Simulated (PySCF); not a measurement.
# UMP2/pc-0 run of C2H5GeS (SMILES C[C](=S)[GeH2])

Aim: the vertical ionisation energy of C2H5GeS at UMP2/pc-0, from 2 runs. Input form: a Python script.

The calculation is run with PySCF 2.14.0.

**1. The structure to begin with**

C2H5GeS has 9 atoms, charge 0, and is taken as a doublet. As SMILES, `C[C](=S)[GeH2]`. Geometry: a GFN2-xTB relaxation, a rough one for these elements and not checked as a minimum.

Bond lengths: C1–C2 1.475 Å, C2–S3 1.616 Å, C2–Ge4 1.999 Å, C1–H5 1.090 Å, C1–H6 1.091 Å, C1–H7 1.093 Å, Ge4–H8 1.563 Å, Ge4–H9 1.556 Å. Some angles: C1–C2–S3 125.4°, C1–C2–Ge4 121.3°, S3–C2–Ge4 113.1°, C2–C1–H5 111.9°, C2–C1–H6 110.2°, C2–C1–H7 108.6°, C2–Ge4–H8 97.8°, C2–Ge4–H9 99.0°, H5–C1–H6 110.2°, H5–C1–H7 108.3°.

**2. The energy at UMP2/pc-0**

File input.py:

```python
from pyscf import gto, scf, mp

mol = gto.M(
    atom=[
    ('C', (0.020380, 0.755140, -1.115310)),
    ('C', (0.464110, 0.077920, 0.118010)),
    ('S', (2.001690, -0.180590, 0.544310)),
    ('Ge', (-0.844580, -0.496640, 1.515280)),
    ('H', (0.767580, 0.689190, -1.905880)),
    ('H', (-0.927200, 0.334810, -1.456180)),
    ('H', (-0.149330, 1.811850, -0.891250)),
    ('H', (-1.456560, -1.710440, 0.744570)),
    ('H', (0.123910, -1.281240, 2.446460)),
],
    spin=1,
    max_memory=1860,
    verbose=3,
    basis='pc-0',
    charge=0,
)

mf = scf.UHF(mol)
mf.conv_tol = 1e-10
mf.kernel()
if not mf.converged:
    mf = mf.newton().run(mf.mo_coeff, mf.mo_occ)

pt = mp.MP2(mf, frozen=16).run()
e_tot = pt.e_tot
print(f'total energy: {e_tot:.8f} hartree')
```

Command:

```sh
$ OMP_NUM_THREADS=1 python input.py
```

Log:

```text
converged SCF energy = -2549.42358767299  <S^2> = 1.0014002  2S+1 = 2.23732
E(UMP2) = -2549.672359646  E_corr = -0.24877197301732
E(SCS-UMP2) = -2549.67489946011  E_corr = -0.251311787122965
total energy: -2549.67235965 hartree
```

Run time: 1.9 s. Hardware: 1 thread of Arm Neoverse V1, shared host; peak memory 0.14 GiB.

**3. The singlet cation at the same level**

File calc.py:

```python
from pyscf import gto, scf, mp

mol = gto.M(
    atom='''
C        0.020380       0.755140      -1.115310
C        0.464110       0.077920       0.118010
S        2.001690      -0.180590       0.544310
Ge      -0.844580      -0.496640       1.515280
H        0.767580       0.689190      -1.905880
H       -0.927200       0.334810      -1.456180
H       -0.149330       1.811850      -0.891250
H       -1.456560      -1.710440       0.744570
H        0.123910      -1.281240       2.446460
''',
    max_memory=1860,
    basis='pc-0',
    spin=0,
    verbose=3,
    charge=1,
)

mf = scf.RHF(mol)
mf.conv_tol = 1e-10
mf.kernel()
if not mf.converged:
    mf = mf.newton().run(mf.mo_coeff, mf.mo_occ)

pt = mp.MP2(mf, frozen=16).run()
e_final = pt.e_tot
print('Final energy', e_final)
```

Command:

```sh
$ OMP_NUM_THREADS=1 python calc.py
```

Log:

```text
converged SCF energy = -2549.11355383834
E(RMP2) = -2549.40723606912  E_corr = -0.293682230777614
E(SCS-RMP2) = -2549.40973336348  E_corr = -0.296179525141419
Final energy -2549.4072360691184
```

It took 1.4 s on 1 thread of Arm Neoverse V1, shared host; peak memory 0.14 GiB.

**4. Results**

Level: UMP2/pc-0, 16 core orbitals frozen.

```
                                                                   quantity           value
                                              doublet C2H5GeS: total energy  -2549.67236 Eh
                      doublet C2H5GeS: dipole moment (Hartree–Fock density)          2.73 D
doublet C2H5GeS: HOMO energy (Hartree–Fock orbitals) (highest over α and β)        -8.59 eV
 doublet C2H5GeS: LUMO energy (Hartree–Fock orbitals) (lowest over α and β)         0.33 eV
              doublet C2H5GeS: correlation energy (16 core orbitals frozen)      -248.8 mEh
                         doublet C2H5GeS: ⟨S²⟩ of the reference determinant           1.001
                                               singlet cation: total energy  -2549.40724 Eh
                        singlet cation: HOMO energy (Hartree–Fock orbitals)       -14.70 eV
                        singlet cation: LUMO energy (Hartree–Fock orbitals)        -7.57 eV
                      singlet cation: HOMO–LUMO gap (Hartree–Fock orbitals)         7.13 eV
               singlet cation: correlation energy (16 core orbitals frozen)      -293.7 mEh
                         vertical ionisation energy (to the singlet cation)        7.214 eV
```

**Reading.** Removing an electron at fixed nuclei costs 7.21 eV (166 kcal/mol). Only the singlet of the ionised species was computed; a triplet could lie lower. ⟨S²⟩ (doublet C2H5GeS) is 1.00 where a pure doublet has 0.75: the reference is spin-contaminated. Mulliken charges (doublet C2H5GeS) of the mean-field density run from -0.55 on C2 to +0.44 on Ge4; they depend strongly on the basis. Mulliken charges (singlet cation) of the mean-field density run from -0.53 on C2 to +0.68 on Ge4; they depend strongly on the basis.
